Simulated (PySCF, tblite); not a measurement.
**C₂H₁₀OSi₄+ (doublet): geometry, infrared bands and EPR parameters**

Wanted: the infrared bands and EPR parameters of C₂H₁₀OSi₄+ (doublet) (`[CH2+][CH][Si]1(O)[SiH2][SiH2][SiH2]1`), by calculation.

The runs use tblite 0.8.0 and PySCF 2.14.0, with density-fitted response routines of our own; the level of theory stands in each step. All values are computed, except where a source is named. Atoms count from 0, in the outputs and in this text.

### 1 The molecule as given

17 atoms, charge 1, multiplicity 2; geometry from: force field or distance geometry start.

Bonds of the start (Å): C0–C1 1.44, C1–Si2 1.79, Si2–O3 1.65, Si2–Si4 2.30, Si4–Si5 2.28, Si5–Si6 2.29, Si6–Si2 2.30, C0–H7 1.09, C0–H8 1.08, C1–H9 1.08, O3–H10 0.98, Si4–H11 1.50, Si4–H12 1.49, Si5–H13 1.49, Si5–H14 1.48, Si6–H15 1.48, Si6–H16 1.50.

### 2 Geometry optimisation with GFN2-xTB

What the job is given:

```
{"job": {"kind": "relax", "xc": "GFN2-xTB", "basis": "xTB"}, "charge": 1, "multiplicity": 2}
C      3.145500     0.395700    -0.092500
C      1.904300    -0.295100    -0.348800
Si     0.395600     0.083300     0.545300
O      0.644900     0.728900     2.043000
Si    -1.143800     1.262000    -0.684300
Si    -2.757900    -0.039000     0.275700
Si    -1.137600    -1.627400     0.555400
H      3.206200     1.230100     0.612700
H      4.029000     0.122400    -0.652700
H      1.896600    -1.083200    -1.086200
H      1.374500     0.339400     2.564500
H     -1.019700     1.000400    -2.152100
H     -1.246400     2.717700    -0.363400
H     -3.257700     0.509500     1.563300
H     -3.855400    -0.433500    -0.640800
H     -0.987800    -2.522500    -0.611500
H     -1.197300    -2.376800     1.849000
```

Run with:

```sh
$ OMP_NUM_THREADS=1 python probes_run.py task.json out
```

The driver reads the jobs from task.json and runs them one after another.

**Question.** This job is followed by: GFN2-xTB harmonic vibrations, gas phase; UKS B3LYP, pcH-1 on C H O Si, non-relativistic, mean-field spin-orbit, GIAO. What will the session give for the following? strongest single infrared mode (GFN2-xTB); zero-point energy (GFN2-xTB); g(iso) (B3LYP); ⟨S²⟩; largest a(iso) (averaged by class).

**Answer**, as computed:

```
                                 quantity                  value
strongest single infrared mode (GFN2-xTB)  2239 cm⁻¹, 592 km/mol
             zero-point energy (GFN2-xTB)          63.5 kcal/mol
                           g(iso) (B3LYP)                2.00562
                                     ⟨S²⟩     0.756 (exact 0.75)
       largest a(iso) (averaged by class)  29Si on Si2, 70.4 MHz
```

**Reading.** Over 131 steps the energy fell by 1.183 eV; of the close pairs, Si2–Si6 changed most, 2.297 to 2.482 Å. All 45 modes are real, so the xTB geometry is a minimum. GFN2-xTB is a fitted tight-binding method: band positions and strengths are rough. Its intensities can rank the bands wrongly. The largest spin populations lie on Si6 (0.30 e), Si4 (0.26 e). The isotropic g lies 3.3 ppt above the free-electron value.
